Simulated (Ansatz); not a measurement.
**C2H10Si3: one species, many methods**

An exercise on one series of results from a longer session: the logs are not shown, and one member is left open.

Method: functionals in def2-TZVPP, the program's frozen cores in correlated methods; program: Ansatz 0.2.0, Gaussian basis.

Plan: PBE-D4, r2SCAN-D4, PBE0-D4, B3LYP-D4, ωB97X-V, ωB97M-V, B2PLYP; CCSD(T)/def2-TZVPP; MP2/def2-QZVPP; extrapolation to the limit.

### The geometry

An earlier PBE0-D4 in a triple-zeta def2 set relaxation fixed the geometry.

SMILES `[SiH3]CC1[SiH2][SiH2]1`, 15 atoms, charge 0, spin multiplicity 1.

Atoms are counted from 1 here; the program's logs count them from 0.

Bond lengths: Si1–C2 1.879 Å, Si1–H6 1.489 Å, Si1–H7 1.489 Å, Si1–H8 1.489 Å, C2–C3 1.523 Å, C2–H9 1.096 Å, C2–H10 1.096 Å, C3–Si4 1.907 Å, C3–Si5 1.906 Å, C3–H11 1.093 Å, Si4–Si5 2.249 Å, Si4–H12 1.483 Å, Si4–H13 1.483 Å, Si5–H14 1.482 Å, Si5–H15 1.483 Å. Angles: C2–Si1–H6 109.7°, C2–Si1–H7 111.8°, C2–Si1–H8 109.8°, H6–Si1–H7 108.6°, H6–Si1–H8 108.2°, H7–Si1–H8 108.7°, Si1–C2–C3 111.4°, Si1–C2–H9 108.2°, Si1–C2–H10 109.3°, C3–C2–H9 110.7°, C3–C2–H10 111.0°, H9–C2–H10 105.9°, C2–C3–Si4 122.8°, C2–C3–Si5 121.8°, C2–C3–H11 113.0°, Si4–C3–Si5 72.3°, Si4–C3–H11 110.4°, Si5–C3–H11 110.4° and more.

Coordinates:

```
Si   -0.0525   -2.2768    0.2515
C     0.6578   -0.7268   -0.5382
C    -0.3095    0.4448   -0.4328
Si    0.2212    2.2519   -0.7300
Si   -0.5576    1.3982    1.1992
H    -1.3379   -2.6332   -0.4099
H     0.8786   -3.4333    0.1354
H    -0.3262   -2.0281    1.6938
H     1.6062   -0.4929   -0.0421
H     0.9105   -0.9354   -1.5843
H    -1.2736    0.2470   -0.9092
H     1.6811    2.4574   -0.8903
H    -0.5880    3.0518   -1.6807
H    -1.9439    1.5623    1.6968
H     0.4118    1.0625    2.2699
```

The first run:

in.yaml

```yaml
crystal:
  periodic: [false, false, false]
  atoms:
    - {symbol: Si, position_ang: [-0.052502, -2.276768, 0.251547]}
    - {symbol: C, position_ang: [0.657775, -0.726801, -0.538213]}
    - {symbol: C, position_ang: [-0.309524, 0.444836, -0.432783]}
    - {symbol: Si, position_ang: [0.221188, 2.251893, -0.729954]}
    - {symbol: Si, position_ang: [-0.557642, 1.398199, 1.199225]}
    - {symbol: H, position_ang: [-1.337947, -2.633161, -0.409923]}
    - {symbol: H, position_ang: [0.878633, -3.433327, 0.135430]}
    - {symbol: H, position_ang: [-0.326151, -2.028132, 1.693815]}
    - {symbol: H, position_ang: [1.606222, -0.492936, -0.042101]}
    - {symbol: H, position_ang: [0.910452, -0.935426, -1.584264]}
    - {symbol: H, position_ang: [-1.273617, 0.247027, -0.909171]}
    - {symbol: H, position_ang: [1.681134, 2.457375, -0.890338]}
    - {symbol: H, position_ang: [-0.587965, 3.051767, -1.680680]}
    - {symbol: H, position_ang: [-1.943930, 1.562308, 1.696825]}
    - {symbol: H, position_ang: [0.411773, 1.062547, 2.269886]}
basis:
  gaussian: {orbitals: def2-TZVPP}
hamiltonian: {xc: pbe, dispersion: d4}
output: {forces: true, orbitals: {seedname: orbitals}}
```

Launch:

```sh
> ansatz run in.yaml --threads 2 --pin off --events-out ev --progress --plain --max-ram 22528MiB --backend cuda --devices 0, --max-vram 18GiB
```

Steps of the session up to this table: PBE-D4 (GGA); r2SCAN-D4 (meta-GGA); PBE0-D4 (hybrid); B3LYP-D4 (hybrid); ωB97X-V (range-separated); ωB97M-V (range-separated); B2PLYP (double hybrid); CCSD(T) in def2-TZVPP; MP2 in def2-QZVPP.

One of the session's tables, all rows but one given; the rest of the session is left out.

| method | atomisation energy (kJ/mol) |
| --- | --- |
| PBE-D4 | 4970.6 |
| r2SCAN-D4 | 4970.4 |
| PBE0-D4 | 4947.3 |
| B3LYP-D4 | 4953.3 |
| ωB97X-V | 4995.6 |
| ωB97M-V | 4968.7 |
| B2PLYP | 4884.6 |
| HF/def2-TZVPP | ? |
| MP2/def2-TZVPP | 4840.5 |
| CCSD/def2-TZVPP | 4782.7 |
| CCSD(T)/def2-TZVPP | 4839.9 |
| MP2/CBS | 4961.8 |
| CCSD(T)/CBS | 4961.2 |

Q: Estimate the row for HF/def2-TZVPP from the others.

As computed: atomisation energy (kJ/mol): 3731.6. In the column «atomisation energy (kJ/mol)» it is the lowest.

Caveats from the session: Free atoms (3 Si, 2 C, 10 H) were run apart at each level; the atomisation energy is their sum less the molecule, without zero-point or spin-orbit terms.
